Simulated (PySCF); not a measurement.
# CdC+: bond curves at several levels of theory

An exercise on one series of results from a longer session: the logs are not shown, and one member is left open.

Computed with PySCF 2.14.0. Level: Cd def2-SVPD with ECP28, C def2-SVPD, scalar-relativistic core potentials.

The first run:

A driver script around PySCF takes these settings:

```
atoms                         : Cd, C
charge                        : 1
basis                         : Cd def2-SVPD with ECP28, C def2-SVPD
Hamiltonian                   : scalar-relativistic core potentials
basis functions               : 54
electrons treated             : 25
masses in u                   : 113.9034, 12.0000
levels                        : PBE0, PBE, r²SCAN, M06-L, B2PLYP, revPBE, ωB97X, HF, MP2, SCS-MP2
grid                          : 80 radial by 434 angular points
occupations                   : held fixed by the projection of orbital angular momentum
dissociation limit            : Cd+ + C, each in its ground configuration
starting distance in angstrom : 2.210
values of 2S to try           : 1, 3
```

Command:

```
OMP_NUM_THREADS=1 python dia.py task.json out
```

Steps of the session up to this table: Set-up; The PBE0 curve of the state that the search chose; Other states along the same grid; PBE; r²SCAN; M06-L (meta-GGA); B2PLYP (double hybrid); revPBE (GGA); ωB97X (range-separated hybrid); ROHF (mean field).

One of the session's tables, all rows but one given; the rest of the session is left out.

It belongs to the step «The curves together». Energy (eV) from each level's lowest point:

```
R (Å)   ROHF  ROHF-MP2  ROHF-SCS-MP2    PBE  revPBE
1.967  0.625     0.443         0.499  0.394   0.447
2.058  0.293     0.189         0.226  0.164   0.200
2.150  0.103     0.053         0.074  0.044   0.064
2.218      ?         ?             ?      ?       ?
2.287  0.000     0.000         0.000  0.000   0.000
2.356  0.005     0.021         0.011  0.019   0.010
2.447  0.050     0.081         0.061  0.071   0.052
2.561  0.151     0.194         0.160  0.165   0.133
2.699  0.312     0.362         0.312  0.297   0.252
2.882  0.557     0.609         0.542  0.476   0.413
```

Estimate the missing values for R (Å) = 2.218.

Worked estimate for «ROHF». A straight line through the neighbours (2.150, 0.103) and (2.287, 0.000) gives 0.103 + (0.000 − 0.103) × (2.218 − 2.150) / (2.287 − 2.150) = 0.052; a parabola fitted to 4 rows on both sides gives 0.028.

As computed: ROHF: 0.029; ROHF-MP2: 0.008; ROHF-SCS-MP2: 0.018; PBE: 0.006; revPBE: 0.015. In «ROHF» the line misses by +0.023 and the parabola by -0.001.
